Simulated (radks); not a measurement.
# Zn³⁺ in [Ar] 3d9: an all-electron calculation

One table from this session's results is given with a row withheld; the runs are named, their logs left out.

The numbers are computed with radks (a radial shooting solver on a logarithmic mesh, Libxc functionals) version 1 (Dirac Kohn-Sham, LDA (Slater exchange, Perdew-Wang correlation), spin-unpolarised, spherical densities, point nucleus; open shells are shared between the two j in proportion to 2j + 1), except any that are marked as measured or tabulated.

## The atom as given

* element: zinc (Z = 30)
* charge: +3
* electrons: 27
* configuration: [Ar] 3d9

Outer shells as boxes (Hund's rule):

Zn³⁺
```
[Ar] core
3d [↑↓][↑↓][↑↓][↑↓][↑ ]
```

The first run:

Input:

```text
Z 30
configuration [Ar] 3d9 4s0 4p0 4d0 4f0
relativity Dirac
functional lda,pw
spin unpolarised
j_filling average
nucleus point
c 137.035999084
```

Launch:

```sh
$ python run_ks.py task.json out
```

All runs below come from this command, one after another.

One of the session's tables, all rows but one given; the rest of the session is left out.

It belongs to the step «Orbitals and density». From the orbitals of this run (lengths in bohr):

```
level      <r>  outermost maximum (interpolated)  90 % within  nodes
1s1/2  0.05038                            0.0330       0.0900      0
2s1/2   0.2264                             0.190        0.351      1
2p1/2        ?                                 ?            ?      ?
2p3/2   0.1995                             0.153        0.326      0
3s1/2   0.6788                             0.588         1.02      2
3p1/2   0.7002                             0.585         1.08      1
3p3/2   0.7106                             0.593         1.10      1
3d3/2   0.8170                             0.555         1.39      0
3d5/2   0.8219                             0.558         1.40      0
4s1/2    1.989                              1.75         2.91      3
4p1/2    2.289                              2.00         3.37      2
4p3/2    2.312                              2.02         3.41      2
4d3/2    3.323                              2.90         4.96      1
4d5/2    3.331                              2.91         4.98      1
4f5/2    5.256                              4.58         7.78      0
4f7/2    5.256                              4.58         7.78      0
```

**Question.** Estimate the row for 2p1/2.

**Answer.** <r>: 0.1961; outermost maximum (interpolated): 0.150; 90 % within: 0.321; nodes: 0. In the column «<r>» it lies between 1s1/2 (0.05038) and 2p3/2 (0.1995).

To keep in mind: Spin polarisation and multiplet splitting are left out.
